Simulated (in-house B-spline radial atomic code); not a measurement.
# Ge⁺: excited configurations in jj coupling

How much energy does it take to promote electrons of Ge⁺ to other shells? Each configuration is solved by itself and compared with the reference.

Program: in-house B-spline radial atomic code version 1. Level of theory: Dirac-Hartree-Fock, average of configuration, Fermi nucleus, basis-set limit. These are calculated values, not measurements, unless marked.

## Step 1: Starting point

* element: germanium (Z = 32)
* charge: +1
* electrons: 31
* configuration: 1s2 2s2 2p6 3s2 3p6 3d10 4s2 4p-1
* Hamiltonian: Dirac-Coulomb
* nucleus: Fermi, rms radius 4.074 fm

In configurations, a minus sign after the shell means j = l − 1/2 and a plus sign j = l + 1/2; the count of electrons follows.

Settings of the run:

```ini
Z = 32
electrons = 31.0
configuration = 1s2 2s2 2p6 3s2 3p6 3d10 4s2 4p-1
hamiltonian = dirac
method = hf
spin_polarised = False
nucleus = fermi
rms_radius = 4.0742
mass_number = 74
atomic_mass = 73.92117776
speed_of_light = 137.035999084
```

This reference run was done before. Its total energy is -2097.223107 hartree, and its levels are (the highest eight at most):

| orbital | occupation | energy (eV) | <r> (bohr) |
| --- | --- | --- | --- |
| 2p3/2 | 4 | -1264.74 | 0.1847 |
| 3s1/2 | 2 | -210.64 | 0.6219 |
| 3p1/2 | 2 | -153.97 | 0.6395 |
| 3p3/2 | 4 | -149.25 | 0.6499 |
| 3d3/2 | 4 | -52.994 | 0.7215 |
| 3d5/2 | 6 | -52.291 | 0.7246 |
| 4s1/2 | 2 | -23.348 | 2.092 |
| 4p1/2 | 1 | -15.509 | 2.561 |

## Step 2: Configuration 1s2 2s2 2p6 3s2 3p-1 3p+4 3d10 4s2 4p+1 8s1

Changes to the settings of step 1:

```diff
@@ -2,3 +2,3 @@
 electrons = 31.0
-configuration = 1s2 2s2 2p6 3s2 3p6 3d10 4s2 4p-1
+configuration = 1s2 2s2 2p6 3s2 3p-1 3p+4 3d10 4s2 4p+1 8s1
 hamiltonian = dirac
```

Main fields of the result record, rounded:

```text
status: converged
iterations: 10
energy [hartree]: {"total": -2091.87234106, "kinetic": 2137.00989159, "nuclear": -5019.9696254, "coulomb": 866.81448829, "exact_exchange": -75.7270955305}
breit [hartree]: {"gaunt": 1.039501, "retardation": -0.0965974, "frequency_dependence": -0.003844124}
qed [hartree]: {"self_energy": 0.7022135, "uehling": -0.06711919, "wichmann_kroll": 0.0006086615}
recoil [hartree]: 0.01151385
total_with_corrections [hartree]: -2090.28606506
orbitals [hartree, bohr; first row names the columns]:
  - ["name", "occ", "eps", "<r>"]
  - ["1s1/2", 2.0, -412.48031, 0.046973]
  - ["2s1/2", 2.0, -54.738371, 0.20888]
  - ["2p1/2", 2.0, -48.575203, 0.18141]
  - ["2p3/2", 4.0, -47.455667, 0.18462]
  - ["3s1/2", 2.0, -8.4759832, 0.61681]
  - ["3p1/2", 1.0, -6.5367412, 0.63047]
  - ["3p3/2", 4.0, -6.2996789, 0.64075]
  - ["3d3/2", 4.0, -2.6617489, 0.69187]
  - ["3d5/2", 6.0, -2.7412498, 0.69123]
  - ["4s1/2", 2.0, -1.2939127, 1.8907]
  - ["4p3/2", 1.0, -0.94135657, 2.217]
  - ["8s1/2", 1.0, -0.063412549, 23.734]
sum_r [bohr^k]: {"-1": 156.8744, "1": 42.68686, "2": 651.1161}
energy_minus_base [hartree]: 5.35076628
energy_minus_base_with_corrections [hartree]: 5.34382998
```

Wall time 2.2 s (1 thread, shared host).

energy_minus_base is the energy less that of the reference run.

## Step 3: Run with 1s2 2s2 2p6 3s2 3p6 3d10 4s1 4p-1 5g+1

Changes to the settings of step 2:

```diff
@@ -2,3 +2,3 @@
 electrons = 31.0
-configuration = 1s2 2s2 2p6 3s2 3p-1 3p+4 3d10 4s2 4p+1 8s1
+configuration = 1s2 2s2 2p6 3s2 3p6 3d10 4s1 4p-1 5g+1
 hamiltonian = dirac
```

Result record:

```text
status: converged
iterations: 10
energy [hartree]: {"total": -2096.46217849, "kinetic": 2141.9062579, "nuclear": -5042.39238698, "coulomb": 881.39519013, "exact_exchange": -77.3712395286}
breit [hartree]: {"gaunt": 1.047778, "retardation": -0.09755314, "frequency_dependence": -0.003821622}
qed [hartree]: {"self_energy": 0.701203, "uehling": -0.06704401, "wichmann_kroll": 0.0006079901}
recoil [hartree]: 0.01150484
total_with_corrections [hartree]: -2094.86950371
orbitals [hartree, bohr; first row names the columns]:
  - ["name", "occ", "eps", "<r>"]
  - ["1s1/2", 2.0, -411.78678, 0.046978]
  - ["2s1/2", 2.0, -54.166783, 0.209]
  - ["2p1/2", 2.0, -48.047816, 0.18118]
  - ["2p3/2", 4.0, -46.859876, 0.18474]
  - ["3s1/2", 2.0, -8.1155911, 0.62246]
  - ["3p1/2", 2.0, -6.0399408, 0.63899]
  - ["3p3/2", 4.0, -5.8651796, 0.6494]
  - ["3d3/2", 4.0, -2.3277173, 0.71761]
  - ["3d5/2", 6.0, -2.3014063, 0.72051]
  - ["4s1/2", 1.0, -1.1952875, 1.9718]
  - ["4p1/2", 1.0, -0.82956985, 2.346]
  - ["5g9/2", 1.0, -0.080009616, 13.745]
sum_r [bohr^k]: {"-1": 157.5752, "1": 31.99051, "2": 227.5034}
energy_minus_base [hartree]: 0.760928849
energy_minus_base_with_corrections [hartree]: 0.760391331
```

It took 2.6 s on 1 thread, shared host.

## Step 4: Configuration 1s2 2s2 2p6 3s2 3p-1 3p+4 3d10 4s2 4p+1 8d+1

Changes to the settings of step 3:

```diff
@@ -2,3 +2,3 @@
 electrons = 31.0
-configuration = 1s2 2s2 2p6 3s2 3p6 3d10 4s1 4p-1 5g+1
+configuration = 1s2 2s2 2p6 3s2 3p-1 3p+4 3d10 4s2 4p+1 8d+1
 hamiltonian = dirac
```

Result record:

```text
status: converged
iterations: 10
energy [hartree]: {"total": -2091.85125753, "kinetic": 2136.98808083, "nuclear": -5019.50539054, "coulomb": 866.392864556, "exact_exchange": -75.7268123809}
breit [hartree]: {"gaunt": 1.039493, "retardation": -0.09659704, "frequency_dependence": -0.003844166}
qed [hartree]: {"self_energy": 0.7022064, "uehling": -0.06711857, "wichmann_kroll": 0.0006086558}
recoil [hartree]: 0.01151366
total_with_corrections [hartree]: -2090.26499508
orbitals [hartree, bohr; first row names the columns]:
  - ["name", "occ", "eps", "<r>"]
  - ["1s1/2", 2.0, -412.49455, 0.046973]
  - ["2s1/2", 2.0, -54.752384, 0.20888]
  - ["2p1/2", 2.0, -48.589268, 0.18141]
  - ["2p3/2", 4.0, -47.469758, 0.18462]
  - ["3s1/2", 2.0, -8.4899576, 0.61681]
  - ["3p1/2", 1.0, -6.5507997, 0.63047]
  - ["3p3/2", 4.0, -6.3137652, 0.64075]
  - ["3d3/2", 4.0, -2.6758056, 0.69185]
  - ["3d5/2", 6.0, -2.7553862, 0.6912]
  - ["4s1/2", 2.0, -1.3074222, 1.8912]
  - ["4p3/2", 1.0, -0.95528288, 2.2166]
  - ["8d5/2", 1.0, -0.042329068, 33.979]
sum_r [bohr^k]: {"-1": 156.8599, "1": 52.93274, "2": 1319.963}
energy_minus_base [hartree]: 5.37184981
energy_minus_base_with_corrections [hartree]: 5.36489996
```

Run time: 3.4 s. Hardware: 1 thread, shared host.

## Step 5: Configuration 1s2 2s2 2p6 3s2 3p6 3d-4 3d+5 4s2 4p-1 5p+1

Changes to the settings of step 4:

```diff
@@ -2,3 +2,3 @@
 electrons = 31.0
-configuration = 1s2 2s2 2p6 3s2 3p-1 3p+4 3d10 4s2 4p+1 8d+1
+configuration = 1s2 2s2 2p6 3s2 3p6 3d-4 3d+5 4s2 4p-1 5p+1
 hamiltonian = dirac
```

Result record:

```text
status: converged
iterations: 10
energy [hartree]: {"total": -2095.75091994, "kinetic": 2141.3157708, "nuclear": -5033.42821237, "coulomb": 872.75340665, "exact_exchange": -76.3918850138}
breit [hartree]: {"gaunt": 1.049168, "retardation": -0.09767465, "frequency_dependence": -0.003825966}
qed [hartree]: {"self_energy": 0.701933, "uehling": -0.06710854, "wichmann_kroll": 0.0006085738}
recoil [hartree]: 0.01152547
total_with_corrections [hartree]: -2094.15629383
orbitals [hartree, bohr; first row names the columns]:
  - ["name", "occ", "eps", "<r>"]
  - ["1s1/2", 2.0, -412.10224, 0.046979]
  - ["2s1/2", 2.0, -54.530892, 0.20897]
  - ["2p1/2", 2.0, -48.417467, 0.18122]
  - ["2p3/2", 4.0, -47.207444, 0.18469]
  - ["3s1/2", 2.0, -8.3919508, 0.61667]
  - ["3p1/2", 2.0, -6.3288212, 0.63158]
  - ["3p3/2", 4.0, -6.0905425, 0.64212]
  - ["3d3/2", 4.0, -2.6056769, 0.68994]
  - ["3d5/2", 5.0, -2.5689314, 0.69329]
  - ["4s1/2", 2.0, -1.1665308, 1.8995]
  - ["4p1/2", 1.0, -0.82950285, 2.2101]
  - ["5p3/2", 1.0, -0.22478845, 6.4014]
sum_r [bohr^k]: {"-1": 157.295, "1": 25.31479, "2": 69.08952}
energy_minus_base [hartree]: 1.4721874
energy_minus_base_with_corrections [hartree]: 1.47360121
```

Wall time 1.1 s (1 thread, shared host).

Radial density 4πr²n(r) and radial functions P(r) = rR(r):

```
r (bohr)      4πr²n   3d5/2    4p1/2    5p3/2
 0.00466      5.146  0.0000   0.0028   0.0007
 0.00727      10.35  0.0002   0.0059   0.0017
  0.0114      19.07  0.0006   0.0126   0.0040
  0.0178      30.26  0.0021   0.0265   0.0087
  0.0277      38.68  0.0072   0.0527   0.0178
  0.0434      37.42  0.0235   0.0975   0.0338
  0.0677      31.82  0.0705   0.1555   0.0549
   0.106      39.30  0.1905   0.1916   0.0692
   0.165      44.92  0.4348   0.1282   0.0483
   0.258      26.97  0.8090  -0.0858  -0.0278
   0.404      25.28  1.1390  -0.3047  -0.1088
   0.631      25.52  1.1316  -0.2098  -0.0775
   0.986      9.115  0.7500   0.2508   0.0894
    1.54      2.853  0.3008   0.6898   0.2377
    2.41      1.204  0.0592   0.6645   0.1431
    3.76     0.1862  0.0041   0.2801  -0.2207
    5.87     0.2169  0.0000   0.0400  -0.4636
    9.18    0.06764  0.0000   0.0013  -0.2601
    14.3   0.001353  0.0000   0.0000  -0.0368
    22.4  4.508e-07  0.0000   0.0000  -0.0007
```

On the record's full grid the radial density has clear maxima near r = 0.035, 0.17, 0.51, 5.9 bohr.

X-ray form factor of the spherical density:

```csv
sinθ/λ (1/Å),f (electrons)
0,31.000
0.1,28.414
0.2,25.193
0.3,21.806
0.4,18.805
0.6,13.758
0.8,10.193
1,8.052
1.4,6.078
1.8,4.968
2.5,3.296
4,1.546
6,1.030
```

## Step 6: Configuration 1s2 2s2 2p6 3s2 3p6 3d10 4s2 8p+1

Changes to the settings of step 5:

```diff
@@ -2,3 +2,3 @@
 electrons = 31.0
-configuration = 1s2 2s2 2p6 3s2 3p6 3d-4 3d+5 4s2 4p-1 5p+1
+configuration = 1s2 2s2 2p6 3s2 3p6 3d10 4s2 8p+1
 hamiltonian = dirac
```

Result record:

```text
status: converged
iterations: 9
energy [hartree]: {"total": -2096.7150542, "kinetic": 2142.17646608, "nuclear": -5043.68998403, "coulomb": 882.588148001, "exact_exchange": -77.789684254}
breit [hartree]: {"gaunt": 1.047626, "retardation": -0.09750424, "frequency_dependence": -0.003819919}
qed [hartree]: {"self_energy": 0.7016447, "uehling": -0.06708235, "wichmann_kroll": 0.0006083357}
recoil [hartree]: 0.01151017
total_with_corrections [hartree]: -2095.12207161
orbitals [hartree, bohr; first row names the columns]:
  - ["name", "occ", "eps", "<r>"]
  - ["1s1/2", 2.0, -411.75973, 0.046978]
  - ["2s1/2", 2.0, -54.143299, 0.20898]
  - ["2p1/2", 2.0, -48.018513, 0.18119]
  - ["2p3/2", 4.0, -46.833911, 0.18473]
  - ["3s1/2", 2.0, -8.0943212, 0.62176]
  - ["3p1/2", 2.0, -6.0055909, 0.63988]
  - ["3p3/2", 4.0, -5.838467, 0.64977]
  - ["3d3/2", 4.0, -2.2986425, 0.71794]
  - ["3d5/2", 6.0, -2.2745341, 0.72295]
  - ["4s1/2", 2.0, -1.1442203, 2.0004]
  - ["8p3/2", 1.0, -0.053950477, 27.402]
sum_r [bohr^k]: {"-1": 157.6157, "1": 45.34749, "2": 858.7165}
energy_minus_base [hartree]: 0.508053131
energy_minus_base_with_corrections [hartree]: 0.507823431
```

Run time: 2 s. Hardware: 1 thread, shared host.

## Step 7: Run with 1s2 2s2 2p6 3s2 3p-1 3p+4 3d10 4s2 4p-1 8g+1

Changes to the settings of step 6:

```diff
@@ -2,3 +2,3 @@
 electrons = 31.0
-configuration = 1s2 2s2 2p6 3s2 3p6 3d10 4s2 8p+1
+configuration = 1s2 2s2 2p6 3s2 3p-1 3p+4 3d10 4s2 4p-1 8g+1
 hamiltonian = dirac
```

Result record:

```text
status: converged
iterations: 12
energy [hartree]: {"total": -2091.85359394, "kinetic": 2137.01642773, "nuclear": -5019.3566875, "coulomb": 866.19410437, "exact_exchange": -75.7074385387}
breit [hartree]: {"gaunt": 1.039738, "retardation": -0.09659529, "frequency_dependence": -0.003835259}
qed [hartree]: {"self_energy": 0.7021789, "uehling": -0.06711891, "wichmann_kroll": 0.0006086591}
recoil [hartree]: 0.01151343
total_with_corrections [hartree]: -2090.26710412
orbitals [hartree, bohr; first row names the columns]:
  - ["name", "occ", "eps", "<r>"]
  - ["1s1/2", 2.0, -412.49961, 0.046973]
  - ["2s1/2", 2.0, -54.758284, 0.20888]
  - ["2p1/2", 2.0, -48.599346, 0.18141]
  - ["2p3/2", 4.0, -47.473537, 0.18463]
  - ["3s1/2", 2.0, -8.4954903, 0.61682]
  - ["3p1/2", 1.0, -6.4512794, 0.62438]
  - ["3p3/2", 4.0, -6.3148534, 0.64105]
  - ["3d3/2", 4.0, -2.6839299, 0.69339]
  - ["3d5/2", 6.0, -2.7594538, 0.69041]
  - ["4s1/2", 2.0, -1.3149965, 1.8911]
  - ["4p1/2", 1.0, -1.1029401, 2.1914]
  - ["8g9/2", 1.0, -0.031255347, 42.989]
sum_r [bohr^k]: {"-1": 156.8553, "1": 61.91351, "2": 2110.163}
energy_minus_base [hartree]: 5.3695134
energy_minus_base_with_corrections [hartree]: 5.36279092
```

It took 4.8 s on 1 thread, shared host.

## Step 8: Configuration 1s2 2s2 2p6 3s2 3p6 3d-4 3d+5 4s2 4p+1 8s1

Changes to the settings of step 7:

```diff
@@ -2,3 +2,3 @@
 electrons = 31.0
-configuration = 1s2 2s2 2p6 3s2 3p-1 3p+4 3d10 4s2 4p-1 8g+1
+configuration = 1s2 2s2 2p6 3s2 3p6 3d-4 3d+5 4s2 4p+1 8s1
 hamiltonian = dirac
```

Result record:

```text
status: converged
iterations: 10
energy [hartree]: {"total": -2095.57505695, "kinetic": 2141.11560458, "nuclear": -5029.04546399, "coulomb": 868.736534973, "exact_exchange": -76.3817325146}
breit [hartree]: {"gaunt": 1.048869, "retardation": -0.0976637, "frequency_dependence": -0.003833625}
qed [hartree]: {"self_energy": 0.7019736, "uehling": -0.06710966, "wichmann_kroll": 0.0006085837}
recoil [hartree]: 0.01152506
total_with_corrections [hartree]: -2093.98068732
orbitals [hartree, bohr; first row names the columns]:
  - ["name", "occ", "eps", "<r>"]
  - ["1s1/2", 2.0, -412.23905, 0.046979]
  - ["2s1/2", 2.0, -54.665991, 0.20897]
  - ["2p1/2", 2.0, -48.548623, 0.18123]
  - ["2p3/2", 4.0, -47.344484, 0.18468]
  - ["3s1/2", 2.0, -8.5265911, 0.61663]
  - ["3p1/2", 2.0, -6.4544494, 0.63213]
  - ["3p3/2", 4.0, -6.2290072, 0.64181]
  - ["3d3/2", 4.0, -2.737667, 0.6883]
  - ["3d5/2", 5.0, -2.7046651, 0.69379]
  - ["4s1/2", 2.0, -1.2912817, 1.8941]
  - ["4p3/2", 1.0, -0.93692678, 2.2262]
  - ["8s1/2", 1.0, -0.06338792, 23.743]
sum_r [bohr^k]: {"-1": 157.1581, "1": 42.6572, "2": 651.5545}
energy_minus_base [hartree]: 1.64805038
energy_minus_base_with_corrections [hartree]: 1.64920772
```

Run time: 2.2 s. Hardware: 1 thread, shared host.

## Step 9: 1s2 2s2 2p6 3s2 3p-1 3p+4 3d10 4s2 4p+1 5s1

Changes to the settings of step 8:

```diff
@@ -2,3 +2,3 @@
 electrons = 31.0
-configuration = 1s2 2s2 2p6 3s2 3p6 3d-4 3d+5 4s2 4p+1 8s1
+configuration = 1s2 2s2 2p6 3s2 3p-1 3p+4 3d10 4s2 4p+1 5s1
 hamiltonian = dirac
```

Result record:

```text
status: converged
iterations: 10
energy [hartree]: {"total": -2092.11100015, "kinetic": 2137.25396538, "nuclear": -5025.44346877, "coulomb": 871.82063547, "exact_exchange": -75.7421322318}
breit [hartree]: {"gaunt": 1.039549, "retardation": -0.09659936, "frequency_dependence": -0.003843542}
qed [hartree]: {"self_energy": 0.7022694, "uehling": -0.06712419, "wichmann_kroll": 0.0006087066}
recoil [hartree]: 0.0115156
total_with_corrections [hartree]: -2090.52462437
orbitals [hartree, bohr; first row names the columns]:
  - ["name", "occ", "eps", "<r>"]
  - ["1s1/2", 2.0, -412.31127, 0.046973]
  - ["2s1/2", 2.0, -54.570833, 0.20887]
  - ["2p1/2", 2.0, -48.407156, 0.18141]
  - ["2p3/2", 4.0, -47.28757, 0.18462]
  - ["3s1/2", 2.0, -8.3096042, 0.61678]
  - ["3p1/2", 1.0, -6.3695972, 0.63055]
  - ["3p3/2", 4.0, -6.1324568, 0.64084]
  - ["3d3/2", 4.0, -2.4946554, 0.69225]
  - ["3d5/2", 6.0, -2.5741208, 0.69158]
  - ["4s1/2", 2.0, -1.1376426, 1.8948]
  - ["4p3/2", 1.0, -0.78397013, 2.2476]
  - ["5s1/2", 1.0, -0.30246279, 5.1334]
sum_r [bohr^k]: {"-1": 157.0455, "1": 24.1296, "2": 52.89057}
energy_minus_base [hartree]: 5.11210718
energy_minus_base_with_corrections [hartree]: 5.10527067
```

Run time: 1 s. Hardware: 1 thread, shared host.

## Step 10: Energies above the reference

| net move | configuration | energy above the reference (eV) | with Breit, QED, recoil (eV) | largest <r> (bohr) |
| --- | --- | --- | --- | --- |
| 4p1/2 → 8p3/2 | 1s2 2s2 2p6 3s2 3p6 3d10 4s2 8p+1 | 13.825 | 13.819 | 27.4 |
| 4s → 5g9/2 | 1s2 2s2 2p6 3s2 3p6 3d10 4s1 4p-1 5g+1 | 20.706 | 20.691 | 13.7 |
| 3d5/2 → 5p3/2 | 1s2 2s2 2p6 3s2 3p6 3d-4 3d+5 4s2 4p-1 5p+1 | 40.060 | 40.099 | 6.40 |
| 3d5/2, 4p1/2 → 4p3/2, 8s | 1s2 2s2 2p6 3s2 3p6 3d-4 3d+5 4s2 4p+1 8s1 | 44.846 | 44.877 | 23.7 |
| 3p1/2, 4p1/2 → 4p3/2, 5s | 1s2 2s2 2p6 3s2 3p-1 3p+4 3d10 4s2 4p+1 5s1 | 139.11 | 138.92 | 5.13 |
| 3p1/2, 4p1/2 → 4p3/2, 8s | 1s2 2s2 2p6 3s2 3p-1 3p+4 3d10 4s2 4p+1 8s1 | 145.60 | 145.41 | 23.7 |
| 3p1/2 → 8g9/2 | 1s2 2s2 2p6 3s2 3p-1 3p+4 3d10 4s2 4p-1 8g+1 | 146.11 | 145.93 | 43.0 |
| 3p1/2, 4p1/2 → 4p3/2, 8d5/2 | 1s2 2s2 2p6 3s2 3p-1 3p+4 3d10 4s2 4p+1 8d+1 | 146.18 | 145.99 | 34.0 |

What this shows: The lowest of them is 4p1/2 → 8p3/2 at 13.825 eV and the highest 3p1/2, 4p1/2 → 4p3/2, 8d5/2 at 146.18 eV. Koopmans' estimate of the ionisation threshold is 15.509 eV; 7 configurations exceed it by over 2 % and could autoionise. Two partly filled shells share a symmetry and can mix in the average, which may lower the energy, for: 3p1/2 → 8g9/2. These are averages over configurations, without correlation, not spectroscopic levels.
